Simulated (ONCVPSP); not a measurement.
# An ONCV potential for gallium, from input to tests

Do these settings give a usable potential? It is generated, then checked for transferability, scattering, ghosts and hardness.

The numbers are computed with ONCVPSP 4.0.1.1 (patched build) (PBEsol, scalar-relativistic, spin-unpolarised reference atom).

**1. The atom and the settings**

Typed settings, in words:

```json
{
  "element": "gallium (Ga, Z = 31)",
  "type": "optimised norm-conserving Vanderbilt (ONCV)",
  "frozen core": "[Ar] 3d10",
  "valence charge": "3",
  "reference configuration": "4s2 4p1",
  "partial waves": "4s: rc 1.85 bohr, ncon 4, nbas 8, qcut 3.7 1/bohr, 2 projectors, debl 3.1 Ha; 4p: rc 2.10 bohr, ncon 4, nbas 7, qcut 3.9 1/bohr, 3 projectors, debl 1.5 Ha; d scattering state at 0.37 Ha: rc 1.90 bohr, ncon 4, nbas 8, qcut 6 1/bohr, 2 projectors, debl 1.7 Ha",
  "local potential": "polynomial inside 1.45 bohr (lpopt 5, dvloc0 2 Ha)",
  "core correction": "not asked for"
}
```

The outer shells as boxes (Hund's rule for the drawing; the calculation is spin-unpolarised):

```
[Ar] core
3d [↑↓][↑↓][↑↓][↑↓][↑↓]
4s [↑↓]
4p [↑ ][  ][  ]
```

The nodes and maxima of the atom's own shells, from an earlier all-electron run, set the scale for the radii.

All-electron outer shells of the reference configuration (PBEsol, scalar-relativistic, ld1.x):

```csv
shell,level (eV),outermost node (bohr),outermost maximum (bohr)
3p,-98.68,0.24,0.56
3d,-19.16,–,0.53
4s,-8.96,0.81,1.90
4p,-2.57,0.87,2.53
```

**2. Generating the potential**

Contents of Ga.dat:

```
# ATOM AND REFERENCE CONFIGURATION
# atsym  z   nc   nv     iexc    psfile
  Ga 31.00    6    2  -116133      upf
#
#   n    l    f
    1    0    2.00
    2    0    2.00
    2    1    6.00
    3    0    2.00
    3    1    6.00
    3    2   10.00
    4    0    2.00
    4    1    1.00
#
# PSEUDOPOTENTIAL AND OPTIMIZATION
# lmax
    2
#
#   l,   rc,      ep,       ncon, nbas, qcut
    0    1.85    0.00    4    8    3.70
    1    2.10    0.00    4    7    3.90
    2    1.90    0.37    4    8    6.00
#
# LOCAL POTENTIAL
# lloc, lpopt,  rc(5),   dvloc0
    4    5    1.45    2.00
#
# VANDERBILT-KLEINMAN-BYLANDER PROJECTORs
# l, nproj, debl
    0    2    3.10
    1    3    1.50
    2    2    1.70
#
# MODEL CORE CHARGE
# icmod, fcfact, rcfact
    0    0.00    0.00
#
# LOG DERIVATIVE ANALYSIS
# epsh1, epsh2, depsh
   -2.00    5.00    0.02
#
# OUTPUT GRID
# rlmax, drl
    6.00    0.01
#
# TEST CONFIGURATIONS
# ncnf
    4
# nvcnf
#   n    l    f
    2
    4    0    2.00
    4    1    0.00
#
    2
    4    0    1.00
    4    1    0.00
#
    2
    4    0    2.00
    4    1    0.50
#
    2
    4    0    1.00
    4    1    2.00
#
```

Command:

```
$ oncvpsp.x < Ga.dat > Ga.out
```

The output, Ga.out (without the consistency checks and plot data):

```text
ONCVPSP  (Optimized Norm-Conservinng Vanderbilt PSeudopotential)
scalar-relativistic version 4.0.1.1, modified

#   n    l    f        energy (Ha)
    1    0    2.00    -3.7561965E+02
    2    0    2.00    -4.6348649E+01
    2    1    6.00    -4.0359209E+01
    3    0    2.00    -5.4307204E+00
    3    1    6.00    -3.6264969E+00
    3    2   10.00    -7.0419174E-01
    4    0    2.00    -3.2937413E-01
    4    1    1.00    -9.4479440E-02

Reference configufation results
  iterations    32
  all-electron total energy (Ha)   -1.94245904D+03

Begin loop to  construct optimized pseudo wave functions
and semi-local pseudopoentials for all angular momenta

   Wellstate for l =  0  n =  6
     eigenvalue =   2.7706
     asymptotic potential =   3.2706
     half-point radius =  3.4210

Calculating optimized projector #   1

 for l=   0

    Fraction of norm inside rc  0.329420
    Optimizing pswf for qcut=   3.70 a_B^-1,  ecut=   6.85 Ha
    Residual kinetic energy error=  1.11D-03 Ha

    Energy error per electron        Cutoff
         Ha          eV             Ha
         0.01000     0.27211        4.52
         0.00100     0.02721        7.22
         0.00010     0.00272       37.46
         0.00001     0.00027       50.18

Calculating optimized projector #   2

 for l=   0

    Fraction of norm inside rc  0.114635
    Optimizing pswf for qcut=   3.70 a_B^-1,  ecut=   6.85 Ha
    Residual kinetic energy error=  2.85D-02 Ha

    Energy error per electron        Cutoff
         Ha          eV             Ha
         0.01000     0.27211        7.72
         0.00100     0.02721       16.89
         0.00010     0.00272       47.53
         0.00001     0.00027       58.92

   Wellstate for l =  1  n =  5
     eigenvalue =   1.4055
     asymptotic potential =   1.9055
     half-point radius =  3.2980

   Wellstate for l =  1  n =  6
     eigenvalue =   2.9055
     asymptotic potential =   3.4055
     half-point radius =  3.5961

Calculating optimized projector #   1

 for l=   1

    Fraction of norm inside rc  0.192116
    Optimizing pswf for qcut=   3.90 a_B^-1,  ecut=   7.61 Ha
    Residual kinetic energy error=  1.37D-04 Ha

    Energy error per electron        Cutoff
         Ha          eV             Ha
         0.01000     0.27211        1.39
         0.00100     0.02721        4.67
         0.00010     0.00272        8.21
         0.00001     0.00027       27.30

Calculating optimized projector #   2

 for l=   1

    Fraction of norm inside rc  0.284455
    Optimizing pswf for qcut=   3.90 a_B^-1,  ecut=   7.61 Ha
    Residual kinetic energy error=  1.57D-03 Ha

    Energy error per electron        Cutoff
         Ha          eV             Ha
         0.01000     0.27211        5.93
         0.00100     0.02721        7.96
         0.00010     0.00272       27.96
         0.00001     0.00027       46.22

Calculating optimized projector #   3

 for l=   1

    Fraction of norm inside rc  0.149586
    Optimizing pswf for qcut=   3.90 a_B^-1,  ecut=   7.61 Ha
    Residual kinetic energy error=  1.64D-02 Ha

    Energy error per electron        Cutoff
         Ha          eV             Ha
         0.01000     0.27211        8.49
         0.00100     0.02721       31.27
         0.00010     0.00272       56.57
         0.00001     0.00027       63.58

   Wellstate for l =  2  n =  4
     eigenvalue =   0.3700
     asymptotic potential =   0.8700
     half-point radius =  4.6416

   Wellstate for l =  2  n =  5
     eigenvalue =   2.0700
     asymptotic potential =   2.5700
     half-point radius =  3.3702

Calculating optimized projector #   1

 for l=   2

    Fraction of norm inside rc  0.076637
    Optimizing pswf for qcut=   6.00 a_B^-1,  ecut=  17.97 Ha
    Residual kinetic energy error=  9.35D-04 Ha

    Energy error per electron        Cutoff
         Ha          eV             Ha
         0.01000     0.27211       13.16
         0.00100     0.02721       17.83
         0.00010     0.00272       60.19
         0.00001     0.00027       78.33

Calculating optimized projector #   2

 for l=   2

    Fraction of norm inside rc  0.258805
    Optimizing pswf for qcut=   6.00 a_B^-1,  ecut=  17.97 Ha
    Residual kinetic energy error=  4.35D-02 Ha

    Energy error per electron        Cutoff
         Ha          eV             Ha
         0.01000     0.27211       39.26
         0.00100     0.02721       82.58
         0.00010     0.00272      103.12
         0.00001     0.00027      144.00

Construct Vanderbilt / Kleinmman-Bylander projectors

B matrix Hermiticity error, ll=   0
   1   2   -1.7517E-04

  Orthonormal projector coefficients  5.8154E+00  9.1221E-01

B matrix Hermiticity error, ll=   1
   1   2    6.7353E-05
   1   3   -1.0781E-04
   2   3    1.0788E-04

  Orthonormal projector coefficients  2.9152E+01  2.4288E+00  3.9399E-01

B matrix Hermiticity error, ll=   2
   1   2    7.3675E-05

  Orthonormal projector coefficients -9.6255E+00  2.3404E+00

Pseudoatom total energy   -2.099959

Diagnostic tests using Vanderbilt-Kleinman-Bylander pseudopotentials
  1 or more projectors used as specified by nproj input data

   l    rcore       rmatch      e in        delta e   norm test  slope test

   0   1.8555589   1.9118977  -0.3293741  -0.0000014   1.0000236   1.0001587
   0   1.8555589   1.9118977   2.7706259   0.0000138   1.0003008   1.0003008

   1   2.1039351   2.1678152  -0.0944794   0.0000004   1.0000160   1.0000102
   1   2.1039351   2.1678152   1.4055206   0.0000008   1.0001460   1.0001460
   1   2.1039351   2.1678152   2.9055206   0.0000289   1.0001982   1.0001982

   2   1.9004948   1.9581979   0.3700000   0.0000076   1.0004444   1.0004444
run_diag: lschvkbbe ERROR   2   3   2  60  2.07000000E+00  1.81300000E+00
   2   1.9004948   1.9581979   2.0700000  -0.2570000   0.0394659   0.0659507

 Testing for bound ghosts
   n   l    E NL Schr. Eq   E Basis Diag.   E Cutoff

   1   0       -0.329376       -0.322722     75.67

   2   1       -0.094479       -0.075303     67.87

       2                       -0.206759     94.28  WARNING - GHOST(-)

 Testing for highly-localized positive-energy ghosts
       l    <radius>/rc     E Basis Diag.   E Cutoff

       0        0.551359        5.294533     75.67  WARNING - GHOST(+)

       1        0.357449       39.656396     67.87  WARNING - GHOST(+)

       1        0.554761       69.568926     67.87  WARNING - GHOST(+)

Test configuration 0

   n   l     f        eae           eps        diff
   1   0  2.0000 -375.61965393
   2   0  2.0000  -46.34864928
   2   1  6.0000  -40.35920948
   3   0  2.0000   -5.43072042
   3   1  6.0000   -3.62649692
   3   2 10.0000   -0.70419174
   4   0  2.0000   -0.32937413   -0.32937551   -1.38D-06
   4   1  1.0000   -0.09447944   -0.09447902    4.18D-07

    Total energies and differences
      AE_ref= -1.94245904D+03  AE_tst= -1.94245904D+03  dif=  0.00D+00
      PS_ref= -2.09995914D+00  PS_tst= -2.09995914D+00  dif= -1.33D-15
      PSP excitation error=  1.33D-15

Test configuration 1

   n   l     f        eae           eps        diff
   1   0  2.0000 -375.92733777
   2   0  2.0000  -46.65355864
   2   1  6.0000  -40.66447422
   3   0  2.0000   -5.73608184
   3   1  6.0000   -3.93199529
   3   2 10.0000   -1.00907077
   4   0  2.0000   -0.60131681   -0.60225776   -9.41D-04

    Total energies and differences
      AE_ref= -1.94245904D+03  AE_tst= -1.94225032D+03  dif=  2.09D-01
      PS_ref= -2.09995914D+00  PS_tst= -1.89109253D+00  dif=  2.09D-01
      PSP excitation error= -1.39D-04

Test configuration 2

   n   l     f        eae           eps        diff
   1   0  2.0000 -376.37605627
   2   0  2.0000  -47.09223196
   2   1  6.0000  -41.10399110
   3   0  2.0000   -6.17882276
   3   1  6.0000   -4.37474556
   3   2 10.0000   -1.44746884
   4   0  1.0000   -0.95668758   -0.95310984    3.58D-03

    Total energies and differences
      AE_ref= -1.94245904D+03  AE_tst= -1.94147356D+03  dif=  9.85D-01
      PS_ref= -2.09995914D+00  PS_tst= -1.11438225D+00  dif=  9.86D-01
      PSP excitation error= -9.52D-05

Test configuration 3

   n   l     f        eae           eps        diff
   1   0  2.0000 -375.76202856
   2   0  2.0000  -46.49009673
   2   1  6.0000  -40.50078163
   3   0  2.0000   -5.57232879
   3   1  6.0000   -3.76816382
   3   2 10.0000   -0.84569045
   4   0  2.0000   -0.45774685   -0.45813939   -3.93D-04
   4   1  0.5000   -0.20636738   -0.20648089   -1.14D-04

    Total energies and differences
      AE_ref= -1.94245904D+03  AE_tst= -1.94238455D+03  dif=  7.45D-02
      PS_ref= -2.09995914D+00  PS_tst= -2.02543730D+00  dif=  7.45D-02
      PSP excitation error= -3.19D-05

Test configuration 4

   n   l     f        eae           eps        diff
   1   0  2.0000 -375.69131637
   2   0  2.0000  -46.41694769
   2   1  6.0000  -40.42762918
   3   0  2.0000   -5.50202934
   3   1  6.0000   -3.69775397
   3   2 10.0000   -0.77342685
   4   0  1.0000   -0.36960342   -0.36882525    7.78D-04
   4   1  2.0000   -0.12327545   -0.12343249   -1.57D-04

    Total energies and differences
      AE_ref= -1.94245904D+03  AE_tst= -1.94221829D+03  dif=  2.41D-01
      PS_ref= -2.09995914D+00  PS_tst= -1.85959687D+00  dif=  2.40D-01
      PSP excitation error=  3.91D-04
```

Wall time 4.4 s (1 thread of Neoverse-V1, shared host).

All-electron and pseudo partial waves u(r) = r·R(r), from the program's wave files:

```csv
r (bohr),4s AE,4s PS,4p AE,4p PS
0.105,0.1437,0.0135,0.1232,0.0021
0.210,0.1161,0.0286,0.0352,0.0084
0.315,-0.1318,0.0477,-0.1103,0.0192
0.420,-0.2897,0.0735,-0.1942,0.0347
0.525,-0.3081,0.1082,-0.2058,0.0550
0.630,-0.2283,0.1522,-0.1671,0.0799
0.735,-0.0985,0.2043,-0.1006,0.1088
0.840,0.0470,0.2620,-0.0223,0.1412
0.945,0.1883,0.3236,0.0581,0.1766
1.050,0.3152,0.3878,0.1353,0.2146
1.155,0.4232,0.4535,0.2064,0.2548
1.260,0.5116,0.5185,0.2702,0.2964
1.365,0.5811,0.5790,0.3265,0.3385
1.470,0.6335,0.6304,0.3753,0.3795
1.575,0.6709,0.6694,0.4172,0.4179
1.680,0.6953,0.6950,0.4525,0.4523
1.785,0.7089,0.7088,0.4819,0.4817
1.890,0.7132,0.7132,0.5060,0.5059
1.995,0.7099,0.7099,0.5251,0.5251
2.100,0.7005,0.7005,0.5399,0.5399
2.205,0.6861,0.6861,0.5508,0.5507
2.310,0.6678,0.6678,0.5581,0.5581
2.415,0.6465,0.6465,0.5624,0.5624
2.520,0.6229,0.6229,0.5640,0.5640
2.625,0.5978,0.5978,0.5632,0.5632
2.730,0.5717,0.5717,0.5603,0.5603
```

**3. The configuration tests of the same run**

Energies count from the reference configuration 4s2 4p1; the error is all-electron less pseudo.

```csv
valence configuration,charge,ΔE all-electron (eV),error AE − PS (meV)
4s2 4p0,+1,5.680,-3.8
4s1 4p0,+2,26.816,-2.6
4s2 4p0.5,+0.5,2.027,-0.9
4s1 4p2,0,6.551,+11
```

**4. Logarithmic derivatives**

Taken from the files of the generation run. The phase is arctan(r·R′/R) of the radial function R, unwrapped, with energies in Ha. A pole is an energy at which the radial function vanishes at the test radius. The pseudo phase is shifted by a multiple of π to meet the all-electron one at the reference energy. Levels narrower than the energy grid can be missing from the poles. The last column is the largest difference on the grid between −0.5 and +0.5 Ha.

| channel | radius (bohr) | reference (Ha) | poles AE | poles PS | window around the reference with phases within 0.05 rad (Ha) | largest difference near zero (rad) |
| --- | --- | --- | --- | --- | --- | --- |
| s | 1.88 | -0.33 | 1.81 | 1.81 | below 4.2 | 0.000 |
| p | 2.13 | -0.09 | 1.66 | 1.66 | the whole range | 0.000 |
| d | 1.92 | 0.37 | -0.61, 3.69 | -0.17, 3.94 | 0.0 to 4.5 | 2.643 |

Phases (rad) along the scan:

| E (Ha) | d AE | d PS | p AE | p PS |
| --- | --- | --- | --- | --- |
| -1.98 | 1.222 | 1.278 | 1.224 | 1.223 |
| -1.62 | 1.161 | 1.248 | 1.162 | 1.161 |
| -1.26 | 1.038 | 1.207 | 1.064 | 1.064 |
| -0.90 | 0.359 | 1.145 | 0.884 | 0.883 |
| -0.54 | -1.677 | 1.017 | 0.487 | 0.486 |
| -0.18 | -1.951 | -1.505 | -0.315 | -0.315 |
| 0.18 | -2.165 | -2.157 | -0.970 | -0.970 |
| 0.54 | -2.506 | -2.502 | -1.261 | -1.261 |
| 0.90 | -3.134 | -3.111 | -1.407 | -1.407 |
| 1.26 | -3.817 | -3.801 | -1.498 | -1.498 |
| 1.62 | -4.198 | -4.194 | -1.564 | -1.564 |
| 1.98 | -4.392 | -4.391 | -1.621 | -1.621 |
| 2.34 | -4.505 | -4.504 | -1.678 | -1.678 |
| 2.70 | -4.581 | -4.577 | -1.745 | -1.745 |
| 3.06 | -4.637 | -4.629 | -1.841 | -1.841 |
| 3.42 | -4.682 | -4.668 | -2.018 | -2.018 |
| 3.78 | -4.723 | -4.700 | -2.465 | -2.471 |
| 4.14 | -4.762 | -4.727 | -3.527 | -3.554 |
| 4.50 | -4.803 | -4.751 | -4.163 | -4.185 |
| 4.86 | -4.852 | -4.774 | -4.387 | -4.407 |

**5. Convergence and ghost test**

From the same output: the cutoffs (Ha) at which the residual kinetic energy of the hardest occupied pseudo-wave falls to 1 and 0.1 mHa per electron are 7.2 Ha and 37 Ha.

The program's own ghost test: GHOST(-) flagged for d at -5.6 eV; GHOST(+) flagged for s at 144.1 eV, p at 1079.1 eV, p at 1893.1 eV.

Cutoff (Ha) at which the first wave of each channel reaches a given error (Ha per electron):

```
  error     s     p     d
1.0e-02   4.5   1.4  13.2
3.2e-03   5.7   1.9  15.5
1.0e-03   7.2   4.7  17.8
3.2e-04  14.1   6.5  38.3
1.0e-04  37.5   8.2  60.2
3.2e-05  45.8  16.1  65.9
1.0e-05  50.2  27.3  78.3
```

**6. Summary of results**

```
                                                quantity                                                                value
  cutoffs for 1 and 0.1 mHa per electron, occupied waves                                                     7.2 Ha and 37 Ha
                                            bound ghosts                                                        d at -5.63 eV
                                          GHOST(+) flags  s at 144 eV, p at 1079 eV (1 near or above the test basis's cutoff)
                            largest test error (AE − PS)                                                 +11 meV, for 4s1 4p2
largest phase difference near zero energy, channels read                                                            2.643 rad
```

A bound ghost (d) makes it unfit for use: electrons can fall into a state that the atom doesn't have. The worst unpolarised test, 4s1 4p2, is off by 11 meV on 6.6 eV; by total energies transferability rates as good. Atomic tests can pass in spite of a ghost, since they solve only for the levels asked. The potential is soft on the atom: the looser tolerance needs 7.2 Ha. The tighter tolerance needs 37 Ha, and converged work needs a cutoff nearer that. At the looser tolerance the 4s wave is the slowest; 4p needs 5 Ha. That counts occupied waves only; other projectors can need more. Of the channels read, d scatters worst near zero energy, by up to 2.64 rad (at the energies tabulated). The pseudo curves have a pole with no partner nearby in the atom's: d at -0.17 Ha. The program also flags highly localised states, GHOST(+) (s, p). These are tests on the free atom; a crystal test is still owed.
